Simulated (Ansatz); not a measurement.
What does this script print? It uses the Ansatz DFT code, driven from Python.

Script `run_paw_lapw.py`:
```python
"""PAW against all-electron LAPW for La."""

import ansatz as az
import numpy as np


def count_gap(report):
    # lowest empty less highest filled band, counting bands; zero where they overlap
    return max(report.get("gap_by_band_count_ev") or 0.0, 0.0)


def main() -> None:
    vectors = np.array([
        [-2.123831, 2.123831, 2.123831],
        [2.123831, -2.123831, 2.123831],
        [2.123831, 2.123831, -2.123831],
    ])
    cell = az.Lattice.of(vectors).atom("La", (0.0, 0.0, 0.0))

    calculation = cell.calculation()
    calculation = calculation.functional("PBEsol").kpoints(10, center="gamma")
    calculation = calculation.occupations(az.OccupationsMethod.COLD)
    calculation = calculation.stress().forces()
    calculation = calculation.band_table()
    variants = {
        "PAW": calculation.pseudopotentials("paw"),
        "LAPW": calculation.pseudopotentials("all_electron", lapw=True),
    }
    # totals differ by the cores that each treatment holds, so compare what does not depend on them
    rows = []
    for label, variant in variants.items():
        report = variant.run(threads=1, backend="cpu").report
        levels = np.array(report["eigenvalues_ev"][0]) - report["fermi_energy_ev"]
        print(label, "levels at the first k-point near E_F:", np.round(levels[np.abs(levels) < 5], 3))
        rows.append((label, report["n_electrons"], np.trace(report["stress_gpa"]) / 3, count_gap(report)))
    print("     treatment  electrons in bands           P GPa  gap by band count eV")
    for row in rows:
        print(f"{str(row[0]):>14s}  {row[1]:18.1f}  {row[2]:14.3f}  {row[3]:20.3f}")


if __name__ == "__main__":
    main()
```

```console
$ python run_paw_lapw.py
DeckWarning: basis.ecutwfc = 420 eV, auto-derived from the records' recommended cutoffs: set by La (normal level)
PAW levels at the first k-point near E_F: [-3.274  1.365  1.365  1.365  1.43   1.43 ]
LAPW levels at the first k-point near E_F: [-3.274  1.391  1.391  1.391  1.427  1.427]
     treatment  electrons in bands           P GPa  gap by band count eV
           PAW                11.0          -2.539                 0.000
          LAPW                27.0          -2.516                 0.000
```
(Warnings from the package without file and line.)

PAW gives -2.539 GPa and LAPW -2.516 GPa, 0.024 GPa apart. They took 0.9 and 3.4 s of processor time.

Notes:
- The computed bands are complete only to about 1.4 eV above the Fermi level.
- The mesh is modest for a metal, so energies can be off by several to tens of meV an atom and pressures by half a GPa or more; differences at equal mesh fare better.
- A gap by band count of zero or less means overlapping bands, a metal, and at an odd count of electrons it is no gap at all.
- This isn't the structure that La takes at ambient conditions.
- Levels are Kohn-Sham eigenvalues on this mesh, without spin-orbit coupling.
- Pressure is positive in compression; the treatments may keep other shells as core, so totals and counts of electrons can differ.
- Finished in 4.9 s on 1 thread of Arm Neoverse V2 (shared host), peak memory 0.39 GiB.
